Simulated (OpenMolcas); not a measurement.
# singlet [GaH2O2]+: levels of theory compared

We compute a comparison of 6 runs (HF/STO-3G, B3LYP/6-31G*, B2PLYP/def2-SVPD, M06-L/def2-SVPD, TPSS/def2-SVPD, r2SCAN/def2-SVPD) of singlet [GaH2O2]+. 

The results are computed with OpenMolcas 26.06.

1 further run of the same task is left out (set aside as unsound or not needed).

## (1) The molecule

[GaH2O2]+: 5 atoms, total charge +1, spin state singlet. SMILES of the parent species: `[OH][Ga][OH]`. The coordinates come from a PBE0-D4/def2-TZVP relaxation. This is one conformer, not always the lowest. That shape belongs to the parent species and isn't relaxed for this state.

Bond lengths: O1–Ga2 1.804 Å, Ga2–O3 1.795 Å, O1–H4 0.960 Å, O3–H5 0.963 Å. Angles: O1–Ga2–O3 114.9°, Ga2–O1–H4 114.9°, Ga2–O3–H5 111.1°.

## (2) A single-point energy at HF/STO-3G (run 1)

File run.inp:

```
* GaH2O2 Hartree-Fock

&GATEWAY
 BASLIB=$CurrDir
 BASISSET
 O.STO-3G....
 O1 -0.370600 0.021600 -1.274400 angstrom
 O3 0.618200 0.154900 1.591100 angstrom
 End of Basis
 BASISSET
 Ga.STO-3G....
 Ga2 -0.311700 -0.753800 0.353600 angstrom
 End of Basis
 BASISSET
 H.STO-3G....
 H4 -0.867400 -0.464600 -1.936500 angstrom
 H5 0.981500 0.968200 1.224700 angstrom
 End of Basis

&SEWARD

&SCF
 CHARGE=1
 THRESHOLDS=1e-10 1e-07 1e-07 1e-05
 PRORBITALS=1
```

The basis set STO-3G is read from a file made from the Basis Set Exchange's data (not shown).

On the command line:

```bash
export MOLCAS_MEM=1860
pymolcas run.inp > run.log
```

What it wrote:

```text
--- Start Module: gateway ---
[...]
--- Stop Module: gateway /rc=_RC_ALL_IS_WELL_ ---
--- Start Module: seward ---
[...]
      Basis functions           30
--- Stop Module: seward /rc=_RC_ALL_IS_WELL_ ---
--- Start Module: scf ---
[...]
       Convergence after  32 Iterations
[...]
::    Total SCF energy                              -2049.4948002364
[...]
      Total spin, S                                     0.0000000000
[...]
      Total electronic charge=   48.000000
      Total            charge=    1.000000
[...]
      Dipole Moment (debye):
      Origin of the operator (angstrom)=   -0.1691   -0.4724    0.2790
                   X= -1.6226E+00               Y= -1.9902E+00               Z= -1.4073E+00           Total=  2.9282E+00
      Center of Charge (angstrom)
[...]
--- Stop Module: scf /rc=_RC_ALL_IS_WELL_ ---
[...]
```

Run time: 2 s. Hardware: 1 thread of Arm Neoverse V1, shared host; peak memory 0.37 GiB.

## (3) A single-point energy at B3LYP/6-31G(d) (spherical functions) (run 2)

File coord.xyz:

```xyz
5

O     -0.370600     0.021600    -1.274400
Ga    -0.311700    -0.753800     0.353600
O      0.618200     0.154900     1.591100
H     -0.867400    -0.464600    -1.936500
H      0.981500     0.968200     1.224700
```

File test.input:

```
* GaH2O2 Kohn-Sham DFT
&GATEWAY
BasLib=$CurrDir
Coord=coord.xyz
Basis=6-31Gs
Group=NoSym
&SEWARD
GridInput
Grid=UltraFine
End of Grid
&SCF
Charge=1
KSDFT=B3LYP
Thresholds=1e-10 1e-07 1e-07 1e-05
PrOrbitals=0
```

The basis set 6-31G* is read from a file made from the Basis Set Exchange's data (not shown).

On the command line:

```bash
export MOLCAS_MEM=1860
pymolcas test.input > test.log
```

What it wrote:

```text
--- Start Module: gateway ---
[...]
--- Stop Module: gateway /rc=_RC_ALL_IS_WELL_ ---
--- Start Module: seward ---
[...]
      Basis functions           64
--- Stop Module: seward /rc=_RC_ALL_IS_WELL_ ---
[...]
--- Start Module: scf ---
[...]
       Convergence after  21 Iterations
[...]
::    Total KS-DFT energy                           -2075.9454390429
[...]
      Total spin, S                                     0.0000000000
[...]
      Total electronic charge=   48.000000
      Total            charge=    1.000000
[...]
      Dipole Moment (debye):
      Origin of the operator (angstrom)=   -0.1691   -0.4724    0.2790
                   X= -1.7887E+00               Y= -2.2201E+00               Z= -1.5028E+00           Total=  3.2229E+00
      Center of Charge (angstrom)
[...]
--- Stop Module: scf /rc=_RC_ALL_IS_WELL_ ---
[...]
```

Wall time 15 s (1 thread of Arm Neoverse V1, shared host); peak memory 0.4 GiB.

## (4) A single-point energy at B2PLYP/def2-SVPD (run 3)

File mol.input:

```
>>> EXPORT MOLCAS_PRINT=2
&GATEWAY
BasLib
$CurrDir
Coord
5
angstrom
O       -0.370600       0.021600      -1.274400
Ga      -0.311700      -0.753800       0.353600
O        0.618200       0.154900       1.591100
H       -0.867400      -0.464600      -1.936500
H        0.981500       0.968200       1.224700
Basis
def2-SVPD
Group
NoSym
&SEWARD
GridInput
Grid=UltraFine
End of Grid
&SCF
Charge
1
KSDFT
B2PLYP_SCF
Thresholds
1e-10 1e-07 1e-07 1e-05
PrOrbitals
1 2
&MBPT2
Frozen
11
```

The basis set def2-SVPD is read from a file made from the Basis Set Exchange's data (not shown).

On the command line:

```bash
export MOLCAS_MEM=1860
pymolcas mol.input > mol.log
```

What it wrote:

```text
--- Start Module: gateway ---
[...]
--- Stop Module: gateway /rc=_RC_ALL_IS_WELL_ ---
[...]
      Basis functions          100
[...]
--- Start Module: scf ---
[...]
       Convergence after  18 Iterations
[...]
::    Total KS-DFT energy                           -2075.1589336660
[...]
      Total spin, S                                     0.0000000000
[...]
      Total electronic charge=   48.000000
      Total            charge=    1.000000
[...]
      Dipole Moment (debye):
      Origin of the operator (angstrom)=   -0.1691   -0.4724    0.2790
                   X= -2.1656E+00               Y= -3.0135E+00               Z= -1.2131E+00           Total=  3.9042E+00
      Center of Charge (angstrom)
[...]
--- Stop Module: scf /rc=_RC_ALL_IS_WELL_ ---
[...]
--- Start Module: mbpt2 ---
[...]
 ###    WARNING: MP2 implementation intended for RHF references only         ###
 ###############################################################################
MBPT2 WARNING: Reference function according to RunFile:KS-DFT
I'll assume you know what you're doing and continue
WARNING!
Default frozen orbitals as non valence orbitals is overwritten by user input.
Default values:  16
[...]
       Reference weight ( Cref**2 )         =        0.76962
::    Total MBPT2 energy                            -2075.9169581493
[...]
      Total MBPT2 calculations                           0.40      0.45
--- Stop Module: mbpt2 /rc=_RC_ALL_IS_WELL_ ---
[...]
```

It took 30 s on 1 thread of Arm Neoverse V1, shared host; peak memory 0.56 GiB.

Runs 4 to 5 aren't shown in full; the table further down has their settings and results.

## (5) A single-point energy at r2SCAN/def2-SVPD (run 6)

File job.input:

```
* GaH2O2 Kohn-Sham DFT

&gateway
 baslib
 $CurrDir
 coord
 5
 angstrom
 O       -0.370600       0.021600      -1.274400
 Ga      -0.311700      -0.753800       0.353600
 O        0.618200       0.154900       1.591100
 H       -0.867400      -0.464600      -1.936500
 H        0.981500       0.968200       1.224700
 basis
 def2-SVPD
 group
 NoSym

&seward
 gridinput
 Grid=UltraFine
 End of Grid

&scf
 charge
 1
 ksdft
 2
 1.0 MGGA_X_R2SCAN
 1.0 MGGA_C_R2SCAN
 thresholds
 1e-10 1e-07 1e-07 1e-05
 prorbitals
 1 2
```

The basis set def2-SVPD is read from a file made from the Basis Set Exchange's data (not shown).

On the command line:

```bash
export MOLCAS_MEM=1860
pymolcas job.input > job.log
```

What it wrote:

```text
--- Start Module: gateway ---
[...]
--- Stop Module: gateway /rc=_RC_ALL_IS_WELL_ ---
--- Start Module: seward ---
[...]
      Basis functions          100
--- Stop Module: seward /rc=_RC_ALL_IS_WELL_ ---
[...]
--- Start Module: scf ---
[...]
       Convergence after  21 Iterations
[...]
::    Total KS-DFT energy                           -2075.7629017811
[...]
      Total spin, S                                     0.0000000000
[...]
      Total electronic charge=   48.000000
      Total            charge=    1.000000
[...]
      Dipole Moment (debye):
      Origin of the operator (angstrom)=   -0.1691   -0.4724    0.2790
                   X= -1.8165E+00               Y= -2.3669E+00               Z= -1.3175E+00           Total=  3.2616E+00
      Center of Charge (angstrom)
[...]
--- Stop Module: scf /rc=_RC_ALL_IS_WELL_ ---
[...]
```

It took 47 s on 1 thread of Arm Neoverse V1, shared host; peak memory 0.56 GiB.

## (6) Overview of the runs

```csv
run,level,integration grid,frozen core orbitals,energy (Eh),HOMO energy (eV),LUMO energy (eV),HOMO–LUMO gap (eV),wall time
1,HF/STO-3G,–,–,-2049.494800,-16.67,-5.28,11.39,2 s
2,B3LYP/6-31G* (spherical functions),UltraFine,–,-2075.945439,-14.89,-11.76,3.13,15 s
3,B2PLYP/def2-SVPD,UltraFine,11,-2075.363600,-16.89,-10.39,6.49,30 s
4,M06-L/def2-SVPD,UltraFine,–,-2075.774120,-13.97,-12.18,1.79,51 s
5,TPSS/def2-SVPD,UltraFine,–,-2075.861159,-13.78,-12.11,1.67,59 s
6,r2SCAN/def2-SVPD,UltraFine,–,-2075.762902,-14.05,-12.15,1.89,47 s
```

## (7) What came out

| quantity | value |
| --- | --- |
| run 6: total energy | -2075.76290 Eh |
| run 6: HOMO energy | -14.05 eV |
| run 6: LUMO energy | -12.15 eV |
| run 6: HOMO–LUMO gap | 1.89 eV |

The HOMO–LUMO gap runs from 1.67 eV (TPSS/def2-SVPD) to 11.39 eV (HF/STO-3G). The two ends differ in method and basis. For B2PLYP the log adds the whole second-order term; the table takes 0.27 of it, as the functional is defined. Totals of different functionals can't be ranked against each other. In run 1 the basis is minimal, so the values are rough. All runs together took 3.4 min, the longest 59 s.
